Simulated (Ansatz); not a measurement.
# Sn2GeO2: the cost of one run

Method: DFT PBE, scalar-relativistic, plane waves, PAW, in Ansatz 0.2.0.

3 further runs of the same task are left out: 2 that didn't finish, 1 set aside as unsound or not needed. Runs told in other sessions of the task aren't counted.

## (1) Starting point

It takes space group P-6m2 (No. 187, hexagonal). The conventional cell has a = 4.805 Å, b = 4.805 Å, c = 5.429 Å, α = 90.00°, β = 90.00°, γ = 120.00°. Sn (site symmetry -6m2) is surrounded by 2 Ge at 2.71 Å. Sn (site symmetry -6m2) has 3 Ge at 2.77 Å and 6 O at 2.86 Å in its first shell of neighbours. Ge (site symmetry -6m2) has 5 Sn at 2.71 to 2.77 Å and 6 O at 2.86 Å in its first shell of neighbours. O (site symmetry 3m) is surrounded by 1 O at 1.41 Å.

As a file:

```cif
data_structure
_symmetry_space_group_name_H-M 'P-6m2'
_symmetry_Int_Tables_number 187
_cell_length_a 4.8049
_cell_length_b 4.8049
_cell_length_c 5.4290
_cell_angle_alpha 90.000
_cell_angle_beta 90.000
_cell_angle_gamma 120.000
_cell_volume 108.55
loop_
_atom_site_label
_atom_site_type_symbol
_atom_site_symmetry_multiplicity
_atom_site_Wyckoff_symbol
_atom_site_fract_x
_atom_site_fract_y
_atom_site_fract_z
_atom_site_occupancy
Sn1 Sn 1 e 0.66667 0.33333 0.00000 1
Sn2 Sn 1 d 0.33333 0.66667 0.50000 1
Ge1 Ge 1 f 0.66667 0.33333 0.50000 1
O1 O 2 g 0.00000 0.00000 0.62940 1
```

It is the end of an earlier relaxation with the same method, from a generated guess; it is a trial structure. At a tolerance of 0.05 Å it has space group P-6m2 (No. 187); it has 21.71 Å³/atom, an uncorrected energy of +0.28 eV/atom over the elements.

## (2) Static run: bands, density of states and charges

input.yaml

```yaml
crystal:
  lattice:
    - [4.8049112689, 0.0, 0.0]
    - [-2.4024556344, 4.1611752218, 0.0]
    - [0.0, 0.0, 5.4289724476]
  atoms:
    - { symbol: Sn, position: [0.6666666667, 0.3333333333, 0.0] }
    - { symbol: Sn, position: [0.3333333333, 0.6666666667, 0.5] }
    - { symbol: Ge, position: [0.6666666667, 0.3333333333, 0.5] }
    - { symbol: O, position: [0.0, 0.0, 0.6294034094] }
    - { symbol: O, position: [0.0, 0.0, 0.3705965906] }
basis:
  ecutwfc: 420
kpoints:
  mp_grid: { grid: [12, 12, 8] }
  band_path:
    path:
      - [[0.0, 0.0, 0.0], [0.5, 0.0, 0.0], [0.33333333, 0.33333333, 0.0], [0.0, 0.0, 0.0], [0.0, 0.0, 0.5], [0.5, 0.0, 0.5], [0.33333333, 0.33333333, 0.5], [0.0, 0.0, 0.5]]
      - [[0.5, 0.0, 0.5], [0.5, 0.0, 0.0]]
      - [[0.33333333, 0.33333333, 0.5], [0.33333333, 0.33333333, 0.0]]
    npoints: 14
hamiltonian:
  xc: pbe
scf:
  occupations: { method: gaussian, width: 0.1 }
  n_extra_bands: 12
output:
  forces: true
  stress: true
  eigenvalues: true
  populations: true
  dos: { projected: true, de: 0.02, nscf_kmesh: { grid: [15, 15, 10] } }
  bader: true
```

Launch:

```
$ ansatz run input.yaml --threads 1 --pin off --max-ram 2560MiB --backend cpu --events-out ev --progress --plain --runs-dir out
```

What time and memory should one allow on 1 thread of Arm Neoverse V1, shared host?

About 2.9 min, with a peak of 0.69 GiB.
